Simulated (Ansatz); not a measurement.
# TaH+ (quartet): from Hartree-Fock to the top rungs, def2-QZVPP

An exercise on one series of results from a longer session: the logs are not shown, and one member is left open.

Computed with Ansatz 0.2.0, Gaussian basis. Level: def2-QZVPP, core rule «outside noble gas», up to 4 orbitals frozen.

Plan: UHF; ROHF; CCSD(T) on UHF.

### The system

The geometry is a PBE0/def2-TZVP stationary point (not a proven minimum). No spin-orbit coupling is included. Elements past krypton take def2 core potentials.

2 atoms, charge 1, spin multiplicity 4.

Atoms are counted from 1 here; the program's logs count them from 0.

Bond lengths: Ta1–H2 1.734 Å.

The first run:

File in.yaml:

```yaml
crystal:
  periodic: [false, false, false]
  atoms:
    - {symbol: Ta, position_ang: [0.000000, 0.000000, 0.000000]}
    - {symbol: H, position_ang: [0.000000, 0.000000, 1.734000]}
basis:
  gaussian: {orbitals: "def2-QZVPP.json"}
total_charge: 1
magnetization: {spin_polarized: true, initial_magnetization: 3}
hamiltonian: {xc: hf}
output: {orbitals: {seedname: orbitals}}
```

On the command line:

```console
ansatz run in.yaml --threads 1 --pin off --events-out ev --progress --plain --max-ram 2816MiB --backend cpu
```

Among the steps run: UHF; ROHF; CCSD(T) on UHF.

One of the session's tables, all rows but one given; the rest of the session is left out.

| method | from UCCSD(T) (meV) |
| --- | --- |
| ROHF | +2284.1 |
| UHF | +2091.3 |
| UMP2 | ? |
| UCCSD | +55.7 |
| UCCSD(T) | 0 |

Q: Estimate the row for UMP2 from the others.

As computed: from UCCSD(T) (meV): +406.8. In the column «from UCCSD(T) (meV)» it lies between UCCSD (+55.7) and UHF (+2091.3).
